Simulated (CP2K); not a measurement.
# Bi2Te3 (Tellurobismuthite) (R-3m) in CP2K: further runs, part 2 of 2

CP2K 2026.2.

### 3 Band structure, r2SCAN

The input, bi2te3_bands.inp:

```
&GLOBAL
  PROJECT bi2te3_bands
  RUN_TYPE ENERGY_FORCE
  PRINT_LEVEL LOW
&END GLOBAL
&FORCE_EVAL
  METHOD QS
  STRESS_TENSOR ANALYTICAL
  &DFT
    BASIS_SET_FILE_NAME BASIS_MOLOPT_UZH
    POTENTIAL_FILE_NAME POTENTIAL_UZH
    &MGRID
      CUTOFF 675
      REL_CUTOFF 60
      NGRIDS 4
    &END MGRID
    &QS
      METHOD GPW
      EPS_DEFAULT 1.0E-10
    &END QS
    &KPOINTS
      SCHEME MONKHORST-PACK 7 7 7
      GAMMA_CENTERED T
      SYMMETRY T
      SYMMETRY_BACKEND SPGLIB
    &END KPOINTS
    &SCF
      SCF_GUESS ATOMIC
      EPS_SCF 1.0E-6
      MAX_SCF 100
      ADDED_MOS 16
      CHOLESKY OFF
      EPS_EIGVAL 1.0E-7
      &DIAGONALIZATION ON
        ALGORITHM STANDARD
      &END DIAGONALIZATION
      &MIXING ON
        METHOD BROYDEN_MIXING
        ALPHA 0.4
        BETA 1.5
        NBUFFER 8
      &END MIXING
      &SMEAR ON
        METHOD FERMI_DIRAC
        ELECTRONIC_TEMPERATURE [K] 580.226
      &END SMEAR
    &END SCF
    &XC
      &XC_FUNCTIONAL
        &MGGA_X_R2SCAN
        &END MGGA_X_R2SCAN
        &MGGA_C_R2SCAN
        &END MGGA_C_R2SCAN
      &END XC_FUNCTIONAL
    &END XC
    &PRINT
      &KPOINTS ON
      &END KPOINTS
      &MULLIKEN ON
      &END MULLIKEN
      &MO ON
        ENERGIES T
        OCCUPATION_NUMBERS T
        &EACH
          QS_SCF 0
        &END EACH
        ADD_LAST NUMERIC
      &END MO
      &BAND_STRUCTURE
        FILE_NAME bands.bs
        ADDED_MOS 2
        &KPOINT_SET
          UNITS B_VECTOR
          NPOINTS 10
          SPECIAL_POINT GAMMA 0.00000000 0.00000000 0.00000000
          SPECIAL_POINT L 0.50000000 0.00000000 0.00000000
          SPECIAL_POINT B1 0.50000000 0.17700839 -0.17700839
        &END KPOINT_SET
        &KPOINT_SET
          UNITS B_VECTOR
          NPOINTS 10
          SPECIAL_POINT B 0.82299161 0.50000000 0.17700839
          SPECIAL_POINT Z 0.50000000 0.50000000 0.50000000
          SPECIAL_POINT GAMMA 0.00000000 0.00000000 0.00000000
          SPECIAL_POINT X 0.33850420 0.00000000 -0.33850420
        &END KPOINT_SET
        &KPOINT_SET
          UNITS B_VECTOR
          NPOINTS 10
          SPECIAL_POINT Q 0.66149580 0.33850420 0.00000000
          SPECIAL_POINT F 0.50000000 0.50000000 0.00000000
          SPECIAL_POINT P1 0.66149580 0.66149580 0.17700839
          SPECIAL_POINT Z 0.50000000 0.50000000 0.50000000
        &END KPOINT_SET
        &KPOINT_SET
          UNITS B_VECTOR
          NPOINTS 10
          SPECIAL_POINT L 0.50000000 0.00000000 0.00000000
          SPECIAL_POINT P 0.82299161 0.33850420 0.33850420
        &END KPOINT_SET
      &END BAND_STRUCTURE
    &END PRINT
  &END DFT
  &SUBSYS
    &CELL
      A 10.4763118882 0.0000000000 0.0000000000
      B 9.5581931740 4.2888289808 0.0000000000
      C 9.5581931740 2.0461426804 3.7692644054
      PERIODIC XYZ
    &END CELL
    &COORD
      Bi  17.7556189417 3.8009829967 2.2615586432
      Bi  11.8370792945 2.5339886645 1.5077057622
      Te  23.3930279557 5.0077950982 2.9796035125
      Te  6.1996702805 1.3271765630 0.7896608929
      Te  0.0000000000 0.0000000000 0.0000000000
    &END COORD
    &KIND Bi
      BASIS_SET TZVP-MOLOPT-SCAN-GTH-q5
      POTENTIAL GTH-SCAN-q5
    &END KIND
    &KIND Te
      BASIS_SET TZVP-MOLOPT-SCAN-GTH-q6
      POTENTIAL GTH-SCAN-q6
    &END KIND
    &PRINT
      &ATOMIC_COORDINATES ON
      &END ATOMIC_COORDINATES
      &CELL ON
      &END CELL
    &END PRINT
  &END SUBSYS
  &PRINT
    &FORCES ON
    &END FORCES
    &STRESS_TENSOR ON
    &END STRESS_TENSOR
  &END PRINT
&END FORCE_EVAL
```

Potentials or basis: POTENTIAL_UZH Bi GTH-SCAN-q5, Te GTH-SCAN-q6; TZVP-MOLOPT-SCAN-GTH basis.

Started as:

```sh
$ OMP_NUM_THREADS=2 cp2k.psmp -i bi2te3_bands.inp -o bi2te3_bands.out
```

It took 7.2 min on 2 threads of Arm Neoverse V1, shared host; peak memory 4.2 GiB.

Results (log left out):

```
Free energy             : -970.0413 eV
Pressure                : 0.4 GPa
Largest force           : 0.365 eV/Å
Band gap on the k mesh  : 0.43 eV, direct
Band gap along the path : 0.43 eV, direct
Mulliken charges        : Bi +0.52; Te -0.26, -0.51 e
```

Forces on the atoms (eV/Å):
```
Bi  -0.097 -0.021 -0.012
Bi   0.097  0.021  0.012
Te  -0.355 -0.076 -0.045
Te   0.355  0.076  0.045
Te   0.000  0.000  0.000
```

Levels at the corners of the path, in eV from the valence-band top:
| point | band 11 | band 12 | band 13 | band 14 | band 15 | band 16 | band 17 | band 18 |
| --- | --- | --- | --- | --- | --- | --- | --- | --- |
| Γ | -1.96 | -1.22 | -1.22 | 0.00 | 0.43 | 0.58 | 0.58 | 2.18 |
| L | -3.22 | -2.65 | -1.27 | -0.62 | 0.66 | 1.02 | 2.82 | 3.21 |
| B1 | -2.83 | -2.19 | -1.22 | -0.92 | 1.30 | 1.48 | 2.59 | 3.38 |
| B | -2.83 | -2.19 | -1.22 | -0.92 | 1.30 | 1.48 | 2.59 | 3.38 |
| Z | -1.56 | -1.49 | -1.49 | -0.49 | 0.95 | 1.06 | 1.06 | 1.68 |
| Γ | -1.96 | -1.22 | -1.22 | 0.00 | 0.43 | 0.58 | 0.58 | 2.18 |
| X | -3.23 | -1.90 | -1.55 | -0.84 | 1.16 | 2.09 | 2.09 | 3.77 |
| Q | -3.23 | -1.90 | -1.55 | -0.84 | 1.16 | 2.09 | 2.09 | 3.77 |
| F | -2.19 | -2.00 | -1.88 | -1.15 | 0.91 | 1.68 | 1.99 | 2.82 |
| P1 | -2.68 | -1.69 | -1.57 | -1.33 | 1.24 | 1.43 | 1.63 | 2.97 |
| Z | -1.56 | -1.49 | -1.49 | -0.49 | 0.95 | 1.06 | 1.06 | 1.68 |
| L | -3.22 | -2.65 | -1.27 | -0.62 | 0.66 | 1.02 | 2.82 | 3.21 |
| P | -2.68 | -1.69 | -1.57 | -1.33 | 1.24 | 1.43 | 1.63 | 2.97 |

Caveat: Mulliken charges move with the basis; spin-orbit coupling is left out, which as a rule narrows the gap of such compounds by several tenths of an eV; the basis of atomic orbitals isn't converged, which shifts pressures, moduli and gaps.

### 4 Band structure, TB-mBJ

bi2te3_bands.inp, as its differences from that of step 3:

```diff
@@ -2,3 +2,3 @@
   PROJECT bi2te3_bands
-  RUN_TYPE ENERGY_FORCE
+  RUN_TYPE ENERGY
   PRINT_LEVEL LOW
@@ -7,3 +7,2 @@
   METHOD QS
-  STRESS_TENSOR ANALYTICAL
   &DFT
@@ -18,3 +17,3 @@
       METHOD GPW
-      EPS_DEFAULT 1.0E-10
+      EPS_DEFAULT 1.0E-9
     &END QS
@@ -49,6 +48,6 @@
       &XC_FUNCTIONAL
-        &MGGA_X_R2SCAN
-        &END MGGA_X_R2SCAN
-        &MGGA_C_R2SCAN
-        &END MGGA_C_R2SCAN
+        &MGGA_X_TB09
+        &END MGGA_X_TB09
+        &LDA_C_PW
+        &END LDA_C_PW
       &END XC_FUNCTIONAL
@@ -105,5 +104,4 @@
     &CELL
-      A 10.4763118882 0.0000000000 0.0000000000
-      B 9.5581931740 4.2888289808 0.0000000000
-      C 9.5581931740 2.0461426804 3.7692644054
+      ABC 10.4763118882 10.4763118882 10.4763118882
+      ALPHA_BETA_GAMMA 24.1661116378 24.1661116377 24.1661116378
       PERIODIC XYZ
@@ -111,6 +109,7 @@
     &COORD
-      Bi  17.7556189417 3.8009829967 2.2615586432
-      Bi  11.8370792945 2.5339886645 1.5077057622
-      Te  23.3930279557 5.0077950982 2.9796035125
-      Te  6.1996702805 1.3271765630 0.7896608929
+      SCALED
+      Bi  0.6000000000 0.6000000000 0.6000000000
+      Bi  0.4000000000 0.4000000000 0.4000000000
+      Te  0.7905000000 0.7905000000 0.7905000000
+      Te  0.2095000000 0.2095000000 0.2095000000
       Te  0.0000000000 0.0000000000 0.0000000000
@@ -118,8 +117,8 @@
     &KIND Bi
-      BASIS_SET TZVP-MOLOPT-SCAN-GTH-q5
-      POTENTIAL GTH-SCAN-q5
+      BASIS_SET TZVP-MOLOPT-PBE-GTH-q5
+      POTENTIAL GTH-PBE-q5
     &END KIND
     &KIND Te
-      BASIS_SET TZVP-MOLOPT-SCAN-GTH-q6
-      POTENTIAL GTH-SCAN-q6
+      BASIS_SET TZVP-MOLOPT-PBE-GTH-q6
+      POTENTIAL GTH-PBE-q6
     &END KIND
@@ -135,4 +134,2 @@
     &END FORCES
-    &STRESS_TENSOR ON
-    &END STRESS_TENSOR
   &END PRINT
```

Potentials or basis: POTENTIAL_UZH Bi GTH-PBE-q5, Te GTH-PBE-q6; TZVP-MOLOPT-PBE-GTH basis.

Started as:

```sh
$ OMP_NUM_THREADS=2 cp2k.psmp -i bi2te3_bands.inp -o bi2te3_bands.out
```

bi2te3_bands.out:

```text

 CP2K| version string:                                       CP2K version 2026.2
 CP2K| Input file name                                          bi2te3_bands.inp

 GLOBAL| Force Environment number                                              1
 GLOBAL| Basis set file name                                    BASIS_MOLOPT_UZH
 GLOBAL| Potential file name                                       POTENTIAL_UZH
 GLOBAL| MM Potential file name                                     MM_POTENTIAL
 GLOBAL| Coordinate file name                                      __STD_INPUT__
 GLOBAL| Method name                                                        CP2K
 GLOBAL| Project name                                               bi2te3_bands
 GLOBAL| Run type                                                         ENERGY
 GLOBAL| FFT library                                                       FFTW3
 GLOBAL| Diagonalization library                                       ScaLAPACK
 GLOBAL| Cholesky decomposition library                                ScaLAPACK
 GLOBAL| DGEMM library                                                      BLAS
 GLOBAL| Direct generalized diagonalization requested                          F
 GLOBAL| Matrix multiplication library                                 ScaLAPACK
 GLOBAL| Global print level                                                  LOW
 GLOBAL| Total number of message passing processes                             1
 GLOBAL| Number of threads for this process                                    2
 GLOBAL| CPU model name                                                  UNKNOWN

 CELL| Volume [angstrom^3]:                                           169.357234
[... 706 lines left out ...]

 [... the levels of further k-points ...]

 !-----------------------------------------------------------------------------!
                     Mulliken Population Analysis

 #  Atom  Element  Kind  Atomic population                           Net charge
       1     Bi       1          4.312203                              0.687797
       2     Bi       1          4.312201                              0.687799
       3     Te       2          6.335319                             -0.335319
       4     Te       2          6.335319                             -0.335319
       5     Te       2          6.704958                             -0.704958
 # Total charge                             28.000000                 -0.000000

 !-----------------------------------------------------------------------------!

 KPOINTS| Band Structure Calculation
 KPOINTS| Number of k-point sets                                               4
 KPOINTS| Number of added MOs/bands                                            2
 KPOINTS| Number of k-points in set    1                                      21
 KPOINTS| In units of b-vector [2pi/Bohr]
 KPOINTS| Special point     1       GAMMA     0.000000     0.000000     0.000000
 KPOINTS| Special point     2           L     0.500000     0.000000     0.000000
 KPOINTS| Special point     3          B1     0.500000     0.177008    -0.177008
 KPOINTS| Number of k-points in set    2                                      31
 KPOINTS| In units of b-vector [2pi/Bohr]
 KPOINTS| Special point     1           B     0.822992     0.500000     0.177008
 KPOINTS| Special point     2           Z     0.500000     0.500000     0.500000
 KPOINTS| Special point     3       GAMMA     0.000000     0.000000     0.000000
 KPOINTS| Special point     4           X     0.338504     0.000000    -0.338504
 KPOINTS| Number of k-points in set    3                                      31
 KPOINTS| In units of b-vector [2pi/Bohr]
 KPOINTS| Special point     1           Q     0.661496     0.338504     0.000000
 KPOINTS| Special point     2           F     0.500000     0.500000     0.000000
 KPOINTS| Special point     3          P1     0.661496     0.661496     0.177008
 KPOINTS| Special point     4           Z     0.500000     0.500000     0.500000
 KPOINTS| Number of k-points in set    4                                      11
 KPOINTS| In units of b-vector [2pi/Bohr]
 KPOINTS| Special point     1           L     0.500000     0.000000     0.000000
 KPOINTS| Special point     2           P     0.822992     0.338504     0.338504

 ENERGY| Total FORCE_EVAL ( QS ) energy [hartree]            -28.684826897618631
```

It took 11 min on 2 threads of Arm Neoverse V1, shared host; peak memory 4.2 GiB.

Results:

| Property | Result |
| --- | --- |
| Band gap on the k mesh | 0.47 eV, direct |
| Band gap along the path | 0.47 eV, direct |
| Mulliken charges | Bi +0.69; Te -0.34, -0.70 e |

Levels at the corners of the path, in eV from the valence-band top:
| point | band 11 | band 12 | band 13 | band 14 | band 15 | band 16 | band 17 | band 18 |
| --- | --- | --- | --- | --- | --- | --- | --- | --- |
| Γ | -1.81 | -1.09 | -1.09 | 0.00 | 0.47 | 0.71 | 0.71 | 2.16 |
| L | -3.05 | -2.55 | -1.14 | -0.58 | 0.70 | 1.11 | 2.86 | 3.08 |
| B1 | -2.67 | -2.08 | -1.12 | -0.86 | 1.32 | 1.54 | 2.65 | 3.38 |
| B | -2.67 | -2.08 | -1.12 | -0.86 | 1.32 | 1.54 | 2.65 | 3.38 |
| Z | -1.53 | -1.36 | -1.36 | -0.42 | 0.97 | 1.19 | 1.19 | 1.75 |
| Γ | -1.81 | -1.09 | -1.09 | 0.00 | 0.47 | 0.71 | 0.71 | 2.16 |
| X | -3.08 | -1.77 | -1.48 | -0.77 | 1.19 | 2.12 | 2.16 | 3.79 |
| Q | -3.08 | -1.77 | -1.48 | -0.77 | 1.19 | 2.12 | 2.16 | 3.79 |
| F | -2.10 | -1.87 | -1.74 | -1.08 | 0.93 | 1.66 | 2.11 | 2.82 |
| P1 | -2.55 | -1.56 | -1.44 | -1.29 | 1.25 | 1.43 | 1.73 | 2.87 |
| Z | -1.53 | -1.36 | -1.36 | -0.42 | 0.97 | 1.19 | 1.19 | 1.75 |
| L | -3.05 | -2.55 | -1.14 | -0.58 | 0.70 | 1.11 | 2.86 | 3.08 |
| P | -2.55 | -1.56 | -1.44 | -1.29 | 1.25 | 1.43 | 1.73 | 2.87 |

Caveat: Mulliken charges move with the basis; this is a model potential without an energy functional, so only levels have meaning; the potentials were made for another functional, which shifts forces and pressure; spin-orbit coupling is left out, which as a rule narrows the gap of such compounds by several tenths of an eV; the basis of atomic orbitals isn't converged, which shifts pressures, moduli and gaps.

### 5 The runs side by side

```tsv
level	potentials or basis	EPS_DEFAULT	bands added on the path	CUTOFF of the grids	gap on the mesh (eV)	pressure (GPa)	largest force (eV/Å)
PBEsol	POTENTIAL_UZH Bi GTH-PBE-q5, Te GTH-PBE-q6; TZVP-MOLOPT-PBE-GTH basis	1.0E-9	6	450 Ry	0.21	1.3	0.15
r2SCAN	POTENTIAL_UZH Bi GTH-SCAN-q5, Te GTH-SCAN-q6; TZVP-MOLOPT-SCAN-GTH basis	1.0E-10	2	675 Ry	0.43	0.4	0.37
TB-mBJ	POTENTIAL_UZH Bi GTH-PBE-q5, Te GTH-PBE-q6; TZVP-MOLOPT-PBE-GTH basis	1.0E-9	2	675 Ry	0.47	-	-
```

Alike in all rows: task band structure; no spin polarisation; cell as given; k mesh 7 × 7 × 7; smearing fermi-dirac 0.05 eV.

Caveats: spin-orbit coupling is left out, which as a rule narrows the gap of such compounds by several tenths of an eV; the basis of atomic orbitals isn't converged, which shifts pressures, moduli and gaps; the potentials were made for another functional, which shifts forces and pressure (some runs); this is a model potential without an energy functional, so only levels have meaning (some runs).

Absolute energies hang on the potentials; compare differences alone.

### 6 How close it comes

Step 2. Measured gap of Bi2Te3: 0.17 eV (quoted in “Vacancy and Antisite-Induced Ferromagnetism in Liquid-Phase Exfoliated Bi2Te3”, 2024, arxiv:2412.10539). This calculation gives 0.21 eV (+0.04 eV). Spin-orbit coupling on Bi, Te is left out. The value is that of PBEsol in an atomic basis (POTENTIAL_UZH Bi GTH-PBE-q5, Te GTH-PBE-q6; TZVP-MOLOPT-PBE-GTH basis), whose error adds to the functional's,, without temperature or zero-point motion.

Step 3. Against the measured gap of Bi2Te3, 0.17 eV (quoted in “Vacancy and Antisite-Induced Ferromagnetism in Liquid-Phase Exfoliated Bi2Te3”, 2024, arxiv:2412.10539), the calculated 0.43 eV is off by +0.26 eV. Spin-orbit coupling on Bi, Te is left out. The value is that of r2SCAN in an atomic basis (POTENTIAL_UZH Bi GTH-SCAN-q5, Te GTH-SCAN-q6; TZVP-MOLOPT-SCAN-GTH basis), whose error adds to the functional's,, without temperature or zero-point motion.

Step 4. Against the measured gap of Bi2Te3, 0.17 eV (quoted in “Vacancy and Antisite-Induced Ferromagnetism in Liquid-Phase Exfoliated Bi2Te3”, 2024, arxiv:2412.10539), the calculated 0.47 eV is off by +0.30 eV. Spin-orbit coupling on Bi, Te is left out. The value is that of TB-mBJ in an atomic basis (POTENTIAL_UZH Bi GTH-PBE-q5, Te GTH-PBE-q6; TZVP-MOLOPT-PBE-GTH basis), whose error adds to the functional's,, without temperature or zero-point motion.
